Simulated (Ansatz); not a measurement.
# ZnAg: how the settings move a single-point run

How sensitive is a single-point run of ZnAg to its settings? A reference run comes first, then one run with altered input.

Computed with Ansatz 0.2.0 (reference: DFT, PBEsol, all-electron LAPW, scalar-relativistic, unless a step's input says otherwise).

## Step 1: The structure to begin with

Symmetry: R3m, No. 160, trigonal system. The conventional cell has a = 4.463 Å, b = 4.463 Å, c = 5.466 Å, α = 90.00°, β = 90.00°, γ = 120.00°. Zn (site symmetry 3m) is surrounded by 1 Ag at 2.24 Å. Around Ag (site symmetry 3m) lie 1 Zn at 2.24 Å.

As a file:

```xyz
2
Lattice="3.1560 0.0000 0.0000 0.0000 3.1560 0.0000 0.0000 0.0000 3.1560" Properties=species:S:1:pos:R:3 pbc="T T T"
Zn    1.4360    1.4360    1.4360
Ag    0.1420    0.1420    0.1420
```

## Step 2: Baseline

input.yaml

```yaml
crystal:
  lattice:
    - [3.156, 0.0, 0.0]
    - [0.0, 3.156, 0.0]
    - [0.0, 0.0, 3.156]
  atoms:
    - { symbol: Zn, position: [0.455, 0.455, 0.455] }
    - { symbol: Ag, position: [0.045, 0.045, 0.045] }
kpoints:
  mp_grid: { grid: [10, 10, 10] }
scf:
  occupations: { method: fermi_dirac, width: 0.05 }
hamiltonian:
  xc: pbesol
  pseudopotentials: { kind: all_electron, lapw: { basis_error: 0.001 } }
output:
  forces: true
  stress: true
  eigenvalues: true
  populations: true
```

Launch:

```bash
> ansatz run input.yaml --threads 1 --pin off --max-ram 2048MiB --backend cpu --events-out ev --progress --plain --runs-dir out
```

## Step 3: Variant: occupations.method methfessel_paxton, occupations.width 0.01, xc lda, accuracy medium

Edit input.yaml of step 2 so:

```diff
@@ -11,5 +11,5 @@
 scf:
-  occupations: { method: fermi_dirac, width: 0.05 }
+  occupations: { method: methfessel_paxton, width: 0.01 }
 hamiltonian:
-  xc: pbesol
+  xc: lda
   pseudopotentials: { kind: all_electron, lapw: { basis_error: 0.001 } }
@@ -20 +20,2 @@
   populations: true
+accuracy: medium
```

Before running it: what results should come out? Wanted: for each run, ending; energy change; pressure; gap; force.

The runs gave:

```tsv
run	ending	energy change	pressure (GPa)	gap (eV)	force (eV/Å)	cycles	time
reference	converged	-	7.8	0.00	3.11	10	29 s
1: occupations.method methfessel_paxton, occupations.width 0.01, xc lda, accuracy medium	converged	not comparable	3.3	0.00	2.85	9	29 s
```

Residual by cycle in the longest SCF loop of each run; runs are numbered as in the table. The quantity is the density residual dr2, in eV.

```tsv
cycle	reference	run 1
1	0.68	0.643
2	0.0798	0.0627
3	0.0868	0.0627
4	0.0215	0.0104
5	0.00492	0.00252
6	1.7e-4	8.5e-5
7	2.5e-5	9.0e-6
8	1.5e-6	2.8e-7
9	1.2e-7	1.6e-8
10	2.7e-8	-
```

**Reading.** After a change of functional the difference of the totals has no physical meaning; the pressure goes from 7.8 to 3.3 GPa and the largest force goes from 3.11 to 2.85 eV/Å. The smearing and accuracy level changed too.
